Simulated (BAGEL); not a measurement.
# HF/cc-pVDZ (density fitting with qzvpp-jkfit) run of CH4FGaO (SMILES C[O][GaH][F])

What is the vertical ionisation energy of CH4FGaO at HF/cc-pVDZ (density fitting with qzvpp-jkfit)? 

The results are computed with BAGEL 1.2.2.

2 further runs of the same task are left out: 1 that didn't finish, 1 set aside as unsound or not needed.

### 1 Starting point

CH4FGaO has 8 atoms, charge 0, and is taken as a singlet. As SMILES, `C[O][GaH][F]`. Geometry: a GFN2-xTB relaxation, a rough one for these elements and not checked as a minimum. This is one conformer, not always the lowest.

Bond lengths: C1–O2 1.417 Å, O2–Ga3 1.721 Å, Ga3–F4 1.747 Å, C1–H5 1.093 Å, C1–H6 1.093 Å, C1–H7 1.093 Å, Ga3–H8 1.498 Å. Angles: C1–O2–Ga3 146.9°, O2–Ga3–F4 124.8°, O2–C1–H5 108.6°, O2–C1–H6 111.8°, O2–C1–H7 108.9°, O2–Ga3–H8 110.7°, F4–Ga3–H8 124.6°, H5–C1–H6 109.0°, H5–C1–H7 109.4°, H6–C1–H7 109.0°.

### 2 The energy at HF/cc-pVDZ (density fitting with qzvpp-jkfit)

File calc.json:

```json
{ "bagel": [

{
  "title": "molecule",
  "basis": "cc-pvdz.json",
  "df_basis": "qzvpp-jkfit",
  "angstrom": true,
  "geometry": [
    { "atom": "C", "xyz": [       0.436300,       1.274010,       0.043120 ] },
    { "atom": "O", "xyz": [       0.179900,      -0.061870,       0.440100 ] },
    { "atom": "Ga", "xyz": [      -0.507920,      -1.583530,       0.023000 ] },
    { "atom": "F", "xyz": [      -1.318860,      -1.930610,      -1.485440 ] },
    { "atom": "H", "xyz": [       1.510130,       1.460760,       0.121260 ] },
    { "atom": "H", "xyz": [       0.116490,       1.461310,      -0.985240 ] },
    { "atom": "H", "xyz": [      -0.100060,       1.951840,       0.711520 ] },
    { "atom": "H", "xyz": [      -0.315970,      -2.571910,       1.131680 ] }
  ]
},

{ "title": "hf" },

{ "title": "print", "file": "orbitals.molden", "orbitals": true }

]}
```

The basis set cc-pVDZ is read from a file made from the Basis Set Exchange's data (not shown).

Run with:

```
BAGEL_NUM_THREADS=1 BAGEL calc.json > calc.out
```

Log:

```text
* using 1 threads per process

  ===============================================================
  ===============================================================

  *** Geometry ***

  { "atom" : "C", "xyz" : [      0.824488,      2.407530,      0.081485 ] },
  { "atom" : "O", "xyz" : [      0.339962,     -0.116917,      0.831668 ] },
  { "atom" : "Ga", "xyz" : [     -0.959830,     -2.992438,      0.043464 ] },
  { "atom" : "F", "xyz" : [     -2.492284,     -3.648324,     -2.807075 ] },
  { "atom" : "H", "xyz" : [      2.853732,      2.760436,      0.229148 ] },
  { "atom" : "H", "xyz" : [      0.220134,      2.761476,     -1.861834 ] },
  { "atom" : "H", "xyz" : [     -0.189086,      3.688443,      1.344578 ] },
  { "atom" : "H", "xyz" : [     -0.597097,     -4.860206,      2.138565 ] },

  Number of auxiliary basis functions:      567

  Since a DF basis is specified, we compute 2- and 3-index integrals:
    o Being stored without compression. Storage requirement is 0.036 GB

  Number of basis functions:       89
  Number of electrons      :       58

    * METHOD: MOLECULE                             0.35

  *** RHF ***

  === Nuclear Repulsion ===
   279.4440767663

      * DIIS with orbital gradients will be used.

  === RHF iteration (cc-pvdz.json) ===
      0      -2137.46572773          0.01708374           0.13
      1      -2137.63347248          0.01324623           0.13
      2      -2137.76636928          0.00124216           0.13
      3      -2137.76795379          0.00039559           0.13
      4      -2137.76807490          0.00011503           0.13
      5      -2137.76808775          0.00002879           0.13
      6      -2137.76808869          0.00001158           0.13
      7      -2137.76808891          0.00000356           0.13
      8      -2137.76808893          0.00000160           0.13
      9      -2137.76808893          0.00000047           0.13
     10      -2137.76808893          0.00000022           0.13
     11      -2137.76808893          0.00000009           0.13
     12      -2137.76808893          0.00000003           0.13
     13      -2137.76808893          0.00000001           0.13
     14      -2137.76808893          0.00000001           0.13
    * SCF iteration converged.

    * Permanent dipole moment:
           (   -0.279415,    -0.375330,    -0.333389) a.u.

    * METHOD: HF                                   2.20

    * METHOD: PRINT                                0.01

  ===============================================================
```

Wall time 2.7 s (1 thread of Arm Neoverse V2, shared host); peak memory 0.15 GiB.

### 3 The doublet cation

File job.json:

```json
{ "bagel" : [

{
  "title" : "molecule",
  "basis" : "cc-pvdz.json",
  "df_basis" : "qzvpp-jkfit",
  "angstrom" : true,
  "geometry" : [
    { "atom" : "C", "xyz" : [    0.436300,    1.274010,    0.043120 ] },
    { "atom" : "O", "xyz" : [    0.179900,   -0.061870,    0.440100 ] },
    { "atom" : "Ga", "xyz" : [   -0.507920,   -1.583530,    0.023000 ] },
    { "atom" : "F", "xyz" : [   -1.318860,   -1.930610,   -1.485440 ] },
    { "atom" : "H", "xyz" : [    1.510130,    1.460760,    0.121260 ] },
    { "atom" : "H", "xyz" : [    0.116490,    1.461310,   -0.985240 ] },
    { "atom" : "H", "xyz" : [   -0.100060,    1.951840,    0.711520 ] },
    { "atom" : "H", "xyz" : [   -0.315970,   -2.571910,    1.131680 ] }
  ]
},
{ "title" : "uhf", "charge" : 1, "nopen" : 1 },
{ "title" : "print", "file" : "orbitals.molden", "orbitals" : true }

]}
```

The basis set cc-pVDZ is read from a file made from the Basis Set Exchange's data (not shown).

Run with:

```
BAGEL_NUM_THREADS=1 BAGEL job.json > job.out
```

Log:

```text
* using 1 threads per process

  ===============================================================
  ===============================================================

  *** Geometry ***

  { "atom" : "C", "xyz" : [      0.824488,      2.407530,      0.081485 ] },
  { "atom" : "O", "xyz" : [      0.339962,     -0.116917,      0.831668 ] },
  { "atom" : "Ga", "xyz" : [     -0.959830,     -2.992438,      0.043464 ] },
  { "atom" : "F", "xyz" : [     -2.492284,     -3.648324,     -2.807075 ] },
  { "atom" : "H", "xyz" : [      2.853732,      2.760436,      0.229148 ] },
  { "atom" : "H", "xyz" : [      0.220134,      2.761476,     -1.861834 ] },
  { "atom" : "H", "xyz" : [     -0.189086,      3.688443,      1.344578 ] },
  { "atom" : "H", "xyz" : [     -0.597097,     -4.860206,      2.138565 ] },

  Number of auxiliary basis functions:      567

  Since a DF basis is specified, we compute 2- and 3-index integrals:
    o Being stored without compression. Storage requirement is 0.036 GB

  Number of basis functions:       89
  Number of electrons      :       58

    * METHOD: MOLECULE                             0.35

  *** Open-shell HF ***

  === Nuclear Repulsion ===
   279.4440767663

      * DIIS with orbital gradients will be used.

  === UHF iteration (cc-pvdz.json) ===
      0      -2137.12736874          0.02873099           0.26
      1      -2137.28008966          0.02312716           0.25
      2      -2137.34958554          0.01437611           0.25
      3      -2137.40516002          0.00343611           0.25
      4      -2137.41605374          0.00185680           0.25
      5      -2137.41941369          0.00084157           0.25
      6      -2137.41997086          0.00022358           0.25
      7      -2137.41999813          0.00006521           0.25
      8      -2137.42000529          0.00002041           0.25
      9      -2137.42000829          0.00000753           0.25
[... 23 lines of this table left out ...]
     33      -2137.42000948          0.00000002           0.25
     34      -2137.42000948          0.00000002           0.25
     35      -2137.42000948          0.00000001           0.25
     36      -2137.42000948          0.00000001           0.25
    * SCF iteration converged.

    * S^2 (UHF) is 0.7597

    * Permanent dipole moment:
           (   -1.184076,    -2.174454,    -1.038471) a.u.

    * METHOD: UHF                                  9.61

    * METHOD: PRINT                                0.01

  ===============================================================
```

Wall time 10 s (1 thread of Arm Neoverse V2, shared host); peak memory 0.15 GiB.

### 4 Outcome

At HF/cc-pVDZ (density fitting with qzvpp-jkfit):

```
                                          quantity           value
                     singlet CH4FGaO: total energy  -2137.76809 Eh
                    singlet CH4FGaO: dipole moment          1.46 D
                      singlet CH4FGaO: HOMO energy       -12.11 eV
                      singlet CH4FGaO: LUMO energy         2.10 eV
                    singlet CH4FGaO: HOMO–LUMO gap        14.21 eV
                      doublet cation: total energy  -2137.42001 Eh
                              doublet cation: ⟨S²⟩           0.760
vertical ionisation energy (to the doublet cation)        9.472 eV
```

**Reading.** Removing an electron at fixed nuclei costs 9.47 eV (218 kcal/mol). The negative HOMO energy of the first species, 12.11 eV, lies 2.64 eV above that difference.
